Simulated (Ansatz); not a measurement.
# F− with H2O: superposition error and deformation, part 2 of 2

Ansatz 0.2.0, Gaussian basis. Earlier steps stand in the parts before.

## (12) wB97X-V/def2-TZVPPD

free-b/in.yaml

```yaml
crystal:
  periodic: [false, false, false]
  atoms:
    - {symbol: O, position_ang: [-0.037406, -0.270750, 0.759644]}
    - {symbol: H, position_ang: [0.170073, 0.622710, 1.041608]}
    - {symbol: H, position_ang: [-0.057503, -0.231304, -0.198932]}
basis:
  gaussian: {orbitals: "def2-TZVPPD.json"}
hamiltonian: {xc: {name: wB97X-V}}
```

The run is started by

```
> ansatz run in.yaml --threads 2 --pin off --events-out ev --progress --plain --max-ram 5222MiB
```

Standard output, shortened:

```text
Functional definition: wB97X-V
  name "wB97X-V"
  cite "Mardirossian & Head-Gordon, Phys. Chem. Chem. Phys. 16, 9904 (2014) doi:10.1039/C3CP54374A"
  cite "Becke, J. Chem. Phys. 107, 8554 (1997) doi:10.1063/1.475007"
  cite "Vydrov & Van Voorhis, J. Chem. Phys. 133, 244103 (2010) doi:10.1063/1.3521275"
[...]
      + integral(e_c_pw_opposite_spin*poly(b97_u_opposite, cos0, cos1)) + vv10(b, c)
302 factors; their error is unknown
104 factors; integrals over basis functions are off by at most 2.9e-5 eV
[...]
mean field -2079.95993782 eV, -76.4371178675 hartree, gradient 3.9e-5 eV, S^2 0.000000; 0 other end points of the search recorded, 0 dependent functions left out
reference -2079.95993591 eV, -76.4371177971 hartree; 5, 5 occupied and 69, 69 virtual orbitals, 302 factors
Total energy: -2079.95993591 eV, -76.4371177971 hartree
```

Wall time 0.55 s (2 threads of Intel Xeon Platinum 8488C, shared host).

## (13) wB97M-V/def2-TZVPPD

free-b/in.yaml, as its differences from that of step 12:

```diff
@@ -8,2 +8,2 @@
   gaussian: {orbitals: "def2-TZVPPD.json"}
-hamiltonian: {xc: {name: wB97X-V}}
+hamiltonian: {xc: {name: wB97M-V}}
```

The run is started by

```
> ansatz run in.yaml --threads 2 --pin off --events-out ev --progress --plain --max-ram 5222MiB
```

Standard output, shortened:

```text
[... 5 set-up lines as earlier in the session ...]
  # Of w^i u^j: cxij and so on, Table III.
[...]
  gx(w, u) = 1 - cx + cx01*u + cx10*w
  gss(w, u) = css00 + css04*u^4 + css10*w + css20*w^2 + css43*w^4*u^3
  gos(w, u) = cos00 + cos10*w + (cos20 + cos21*u)*w^2 + (cos60 + cos61*u)*w^6
[...]
      + integral(e_c_pw_mod_opposite_spin*gos(b97_w_opposite, b97_u_opposite)) + vv10(b, c)
302 factors; their error is unknown
104 factors; integrals over basis functions are off by at most 2.9e-5 eV
[...]
mean field -2079.94006714 eV, -76.4363876334 hartree, gradient 2.3e-5 eV, S^2 0.000000; 0 other end points of the search recorded, 0 dependent functions left out
reference -2079.94011440 eV, -76.4363893702 hartree; 5, 5 occupied and 69, 69 virtual orbitals, 302 factors
Total energy: -2079.94011440 eV, -76.4363893702 hartree
```

Run time: 0.5 s. Hardware: 2 threads of Intel Xeon Platinum 8488C, shared host.

## (14) B2PLYP/def2-TZVPPD

free-b/in.yaml, as its differences from that of step 13:

```diff
@@ -8,2 +8,2 @@
   gaussian: {orbitals: "def2-TZVPPD.json"}
-hamiltonian: {xc: {name: wB97M-V}}
+hamiltonian: {xc: {name: B2PLYP}}
```

The run is started by

```
> ansatz run in.yaml --threads 2 --pin off --events-out ev --progress --plain --max-ram 5222MiB
```

Standard output, shortened:

```text
[... 5 set-up lines as earlier in the session ...]
[...]
427 factors; integrals over basis functions are off by at most 1.1e-3 eV
[...]
mean field -2077.09564061 eV, -76.3318568863 hartree, gradient 5.6e-6 eV, S^2 0.000000; 0 other end points of the search recorded, 0 dependent functions left out
1 core orbitals not correlated: weight in the atoms' cores, before any rotation towards them, 1.000 or more for the frozen orbitals, at most 0.000 for the correlated occupied ones
reference -2077.09575669 eV, -76.3318611524 hartree; 4, 4 occupied and 69, 69 virtual orbitals, 427 factors
second order -8.52534878 eV of doubles, -0.00000000 eV of singles
Total energy: -2079.39760086 eV, -76.4164523654 hartree
```

Wall time 0.4 s (2 threads of Intel Xeon Platinum 8488C, shared host).

## (15) BLYP-D4/def2-TZVPPD

free-b/in.yaml, as its differences from that of step 14:

```diff
@@ -8,2 +8,2 @@
   gaussian: {orbitals: "def2-TZVPPD.json"}
-hamiltonian: {xc: {name: B2PLYP}}
+hamiltonian: {xc: {name: BLYP}, dispersion: d4}
```

The run is started by

```
> ansatz run in.yaml --threads 2 --pin off --events-out ev --progress --plain --max-ram 5222MiB
```

Standard output, shortened:

```text
Functional definition: BLYP
  name "BLYP"
[... 2 set-up lines as earlier in the session ...]
  parameter beta = 0.0042
  parameter a = 0.04918
  parameter b = 0.132
  parameter c = 0.2533
  parameter d = 0.349
  exchange = b88_x(beta = beta)
  correlation = lyp_c(a = a, b = b, c = c, d = d)
302 factors; their error is unknown
mean field evaluation 1: about -2074.1602 eV, gradient 6.3e1 eV
mean field evaluation 2: about -2037.8786 eV, gradient 1.4e2 eV
mean field evaluation 4: about -2080.3744 eV, gradient 1.2e0 eV
mean field evaluation 8: about -2080.3740 eV, gradient 1.9e-2 eV
mean field -2080.37402809 eV, -76.4523354043 hartree, gradient 1.5e-5 eV, S^2 0.000000; 0 other end points of the search recorded, 0 dependent functions left out
reference -2080.37428148 eV, -76.4523447161 hartree; 5, 5 occupied and 69, 69 virtual orbitals, 302 factors
Total energy: -2080.38712400 eV, -76.4528166699 hartree
```

Wall time 0.3 s (2 threads of Intel Xeon Platinum 8488C, shared host).

## (16) revPBE-D4/def2-TZVPPD

free-b/in.yaml, as its differences from that of step 15:

```diff
@@ -8,2 +8,2 @@
   gaussian: {orbitals: "def2-TZVPPD.json"}
-hamiltonian: {xc: {name: BLYP}, dispersion: d4}
+hamiltonian: {xc: {name: revPBE}, dispersion: d4}
```

The run is started by

```
> ansatz run in.yaml --threads 2 --pin off --events-out ev --progress --plain --max-ram 5222MiB
```

Standard output, shortened:

```text
Functional definition: revPBE
  name "revPBE"
  cite "Zhang & Yang, Phys. Rev. Lett. 80, 890 (1998) doi:10.1103/PhysRevLett.80.890"
[... 1 set-up line as earlier in the session ...]
  parameter kappa = 1.245
[... 3 set-up lines as earlier in the session ...]
302 factors; their error is unknown
mean field evaluation 1: about -2074.6568 eV, gradient 5.9e1 eV
mean field evaluation 2: about -2045.4923 eV, gradient 1.3e2 eV
mean field evaluation 4: about -2080.1396 eV, gradient 1.1e0 eV
mean field evaluation 8: about -2080.1389 eV, gradient 2.0e-2 eV
mean field -2080.13885344 eV, -76.4436928953 hartree, gradient 1.3e-5 eV, S^2 0.000000; 0 other end points of the search recorded, 0 dependent functions left out
reference -2080.13890274 eV, -76.4436947069 hartree; 5, 5 occupied and 69, 69 virtual orbitals, 302 factors
Total energy: -2080.16468169 eV, -76.4446420658 hartree
```

Run time: 0.25 s. Hardware: 2 threads of Intel Xeon Platinum 8488C, shared host.

## (17) B97M-V/def2-TZVPPD

free-b/in.yaml, as its differences from that of step 16:

```diff
@@ -8,2 +8,2 @@
   gaussian: {orbitals: "def2-TZVPPD.json"}
-hamiltonian: {xc: {name: revPBE}, dispersion: d4}
+hamiltonian: {xc: {name: B97M-V}}
```

The run is started by

```
> ansatz run in.yaml --threads 2 --pin off --events-out ev --progress --plain --max-ram 5222MiB
```

Standard output, shortened:

```text
[... 5 set-up lines as earlier in the session ...]
  # Of w^i u^j: cxij and so on, Table III.
[...]
  gx(w, u) = cx00 + cx01*u + cx02*u^2 + (cx10 + cx11*u)*w
  gss(w, u) = css00 + css02*u^2 + css10*w + (css32*w^3 + css42*w^4)*u^2
  gos(w, u) = cos00 + cos01*u + cos03*u^3 + cos10*w + cos32*w^3*u^2
[...]
      + integral(e_c_pw_mod_opposite_spin*gos(b97_w_opposite, b97_u_opposite)) + vv10(b, c)
302 factors; their error is unknown
[...]
mean field -2080.01554795 eV, -76.4391615020 hartree, gradient 6.6e-5 eV, S^2 0.000000; 0 other end points of the search recorded, 0 dependent functions left out
reference -2080.01560565 eV, -76.4391636225 hartree; 5, 5 occupied and 69, 69 virtual orbitals, 302 factors
Total energy: -2080.01560565 eV, -76.4391636225 hartree
```

Run time: 0.55 s. Hardware: 2 threads of Intel Xeon Platinum 8488C, shared host.

## (18) HSE06-D4/def2-TZVPPD

free-b/in.yaml, as its differences from that of step 17:

```diff
@@ -8,2 +8,2 @@
   gaussian: {orbitals: "def2-TZVPPD.json"}
-hamiltonian: {xc: {name: B97M-V}}
+hamiltonian: {xc: hse06, dispersion: d4}
```

The run is started by

```
> ansatz run in.yaml --threads 2 --pin off --events-out ev --progress --plain --max-ram 5222MiB
```

Standard output, shortened:

```text
Functional definition: HSE06
  name "HSE06"
  cite "Heyd, Scuseria & Ernzerhof, J. Chem. Phys. 118, 8207 (2003) doi:10.1063/1.1564060"
  cite "Krukau, Vydrov, Izmaylov & Scuseria, J. Chem. Phys. 125, 224106 (2006) doi:10.1063/1.2404663"
  cite "Heyd & Scuseria, J. Chem. Phys. 120, 7274 (2004) doi:10.1063/1.1668634"
  cite "Ernzerhof & Perdew, J. Chem. Phys. 109, 3313 (1998) doi:10.1063/1.476928"
[... 2 set-up lines as earlier in the session ...]
[...]
  # The whole range is PBE's own exchange, as in plane waves. The composition of these papers is wPBEh.
[...]
302 factors; their error is unknown
34 factors; integrals over basis functions are off by at most 5.2e-5 eV
[...]
mean field -2078.39959777 eV, -76.3797764281 hartree, gradient 9.0e-5 eV, S^2 0.000000; 0 other end points of the search recorded, 0 dependent functions left out
reference -2078.39963696 eV, -76.3797778685 hartree; 5, 5 occupied and 69, 69 virtual orbitals, 302 factors
Total energy: -2078.40346229 eV, -76.3799184467 hartree
```

Wall time 0.35 s (2 threads of Intel Xeon Platinum 8488C, shared host).

## (19) CCSD(T)/def2-TZVPPD

free-b/in.yaml, as its differences from that of step 18:

```diff
@@ -8,2 +8,2 @@
   gaussian: {orbitals: "def2-TZVPPD.json"}
-hamiltonian: {xc: hse06, dispersion: d4}
+correlation: {method: ccsd_t}
```

The run is started by

```
> ansatz run in.yaml --threads 2 --pin off --events-out ev --progress --plain --max-ram 5222MiB
```

Standard output, shortened:

```text
[... 4 set-up lines as earlier in the session ...]
[...]
427 factors; integrals over basis functions are off by at most 1.1e-3 eV
[...]
mean field -2069.79989346 eV, -76.0637431240 hartree, gradient 1.2e-6 eV, S^2 0.000000; 0 other end points of the search recorded, 0 dependent functions left out
1 core orbitals not correlated: weight in the atoms' cores, before any rotation towards them, 1.000 or more for the frozen orbitals, at most 0.000 for the correlated occupied ones
reference -2069.79989346 eV, -76.0637431240 hartree; 4, 4 occupied and 69, 69 virtual orbitals, 427 factors
second order -7.16982411 eV of doubles, -0.00000000 eV of singles
cycle   1  -7.15174020 eV  change    1.8e-2 eV  update   4.7e-2
[...]
cycle   9  -7.31594914 eV  change    1.7e-6 eV  update   2.9e-6
perturbative correction -0.21983426 eV, -0.0080787599 hartree
Total energy: -2077.33567686 eV, -76.3406780559 hartree
```

Wall time 0.45 s (2 threads of Intel Xeon Platinum 8488C, shared host).

## (20) The split

| method | interaction with counterpoise (kcal/mol) | without | superposition error | deformation | binding energy |
| --- | --- | --- | --- | --- | --- |
| PBE-D4 | -33.41 | -33.57 | 0.16 | 4.79 | -28.62 |
| revPBE-D4 | -31.31 | -31.50 | 0.18 | 4.72 | -26.59 |
| BLYP-D4 | -31.40 | -31.56 | 0.16 | 4.53 | -26.87 |
| r2SCAN-D4 | -35.01 | -35.10 | 0.09 | 5.88 | -29.13 |
| B97M-V | -32.40 | -32.48 | 0.08 | 6.39 | -26.00 |
| PBE0-D4 | -34.77 | -34.84 | 0.07 | 6.30 | -28.47 |
| B3LYP-D4 | -33.24 | -33.32 | 0.08 | 5.83 | -27.41 |
| HSE06-D4 | -34.79 | -34.85 | 0.07 | 6.28 | -28.51 |
| wB97X-V | -33.21 | -33.27 | 0.07 | 6.14 | -27.07 |
| wB97M-V | -33.07 | -33.13 | 0.07 | 6.14 | -26.93 |
| B2PLYP | -32.41 | -32.85 | 0.44 | 6.02 | -26.40 |
| Hartree-Fock | -31.57 | -31.64 | 0.06 | 8.99 | -22.58 |
| MP2 | -31.89 | -33.25 | 1.36 | 6.07 | -25.82 |
| CCSD | -31.74 | -32.98 | 1.25 | 6.34 | -25.40 |
| CCSD(T) | -31.85 | -33.21 | 1.37 | 5.96 | -25.88 |

## (21) Outcome

What follows sums up all 2 parts.

```
            quantity            value
interaction, CCSD(T)  -31.85 kcal/mol
 superposition error    1.37 kcal/mol
         deformation    5.96 kcal/mol
      binding energy  -25.88 kcal/mol
```

**Reading.** In this basis the superposition error is 1.37 kcal/mol for CCSD(T) and 0.11 kcal/mol on average for the plain functionals: correlated methods borrow far more, since they need many more functions to converge. Deformation takes back 19 % of the interaction.
